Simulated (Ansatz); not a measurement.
# AlSiH₃OF radical: basis-set convergence

How large a basis does AlSiH₃OF radical need? Two functionals and correlated methods are run in growing sets.

Method: one geometry, several basis sets; program: Ansatz 0.2.0, Gaussian basis.

The runs, in order: PBE0-D4/def2-SVP; ωB97M-V/def2-SVP; PBE0-D4/def2-QZVPP; ωB97M-V/def2-QZVPP; CCSD(T)/cc-pV(D+d)Z; CCSD(T)/cc-pV(T+d)Z; MP2/cc-pV(Q+d)Z; the functionals' def2-TZVPP values are taken from earlier runs.

### Step 1. Structure used throughout

An earlier PBE0-D4/def2-TZVP relaxation fixed the geometry.

SMILES `[F][Al][O][SiH3]`, 7 atoms, charge 0, spin multiplicity 2.

Atoms are counted from 1 here; the program's logs count them from 0.

Bond lengths: F1–Al2 1.651 Å, Al2–O3 1.676 Å, O3–Si4 1.630 Å, Si4–H5 1.487 Å, Si4–H6 1.486 Å, Si4–H7 1.486 Å. Angles: F1–Al2–O3 120.1°, Al2–O3–Si4 175.4°, O3–Si4–H5 110.1°, O3–Si4–H6 109.7°, O3–Si4–H7 109.9°, H5–Si4–H6 108.9°, H5–Si4–H7 109.0°, H6–Si4–H7 109.2°.

### Step 2. PBE0-D4 in def2-SVP

in.yaml

```yaml
crystal:
  periodic: [false, false, false]
  atoms:
    - {symbol: F, position_ang: [0.517817, -2.976024, 1.402842]}
    - {symbol: Al, position_ang: [-0.540554, -2.112020, 0.475728]}
    - {symbol: O, position_ang: [-0.204650, -0.519245, 0.077866]}
    - {symbol: Si, position_ang: [0.020510, 1.024909, -0.391391]}
    - {symbol: H, position_ang: [-0.686661, 1.276249, -1.674842]}
    - {symbol: H, position_ang: [-0.515380, 1.947202, 0.643295]}
    - {symbol: H, position_ang: [1.470218, 1.290830, -0.579099]}
basis:
  gaussian: {orbitals: def2-SVP}
magnetization: {spin_polarized: true, initial_magnetization: 1}
hamiltonian: {xc: pbe0, dispersion: d4}
output: {orbitals: {seedname: orbitals}}
```

On the command line:

```
$ ansatz run in.yaml --threads 2 --pin off --events-out ev --progress --plain --max-ram 32768MiB --backend cpu
```

The runs that follow: ωB97M-V in def2-SVP; PBE0-D4 in def2-QZVPP; ωB97M-V in def2-QZVPP; CCSD(T) in cc-pV(D+d)Z; CCSD(T) in cc-pV(T+d)Z; MP2 in cc-pV(Q+d)Z.

Before running them: what should the planned runs give, taken together? Wanted: MP2 correlation recovered, cc-pV(D+d)Z; MP2 correlation recovered, cc-pV(T+d)Z; MP2 correlation recovered, cc-pV(Q+d)Z; difference of two CCSD(T) limits: def2 sets; PBE0-D4: double and triple zeta above quadruple; ωB97M-V: double and triple zeta above quadruple.

The runs gave:

```
                                                                   quantity           value
                                     MP2 correlation recovered, cc-pV(D+d)Z          67.3 %
                                     MP2 correlation recovered, cc-pV(T+d)Z          87.4 %
                                     MP2 correlation recovered, cc-pV(Q+d)Z          94.8 %
difference of two CCSD(T) limits: def2 sets (earlier runs) less this series          77 meV
                            PBE0-D4: double and triple zeta above quadruple  12.17, 0.79 eV
                            ωB97M-V: double and triple zeta above quadruple  12.23, 0.74 eV
```

**Reading.** PBE0-D4 gains 11.38 eV from double to triple zeta, then 0.79 eV more. In cc-pV(D+d)Z MP2 holds 67 % of its limit, in cc-pV(Q+d)Z 95 %, while Hartree-Fock is within 0.201 eV in the largest set. A limit from the def2 sets, made apart, differs by 77 meV, a least measure of the doubt on such a limit. These are total energies; as a rule much of such shifts cancels in differences, which this series doesn't test.
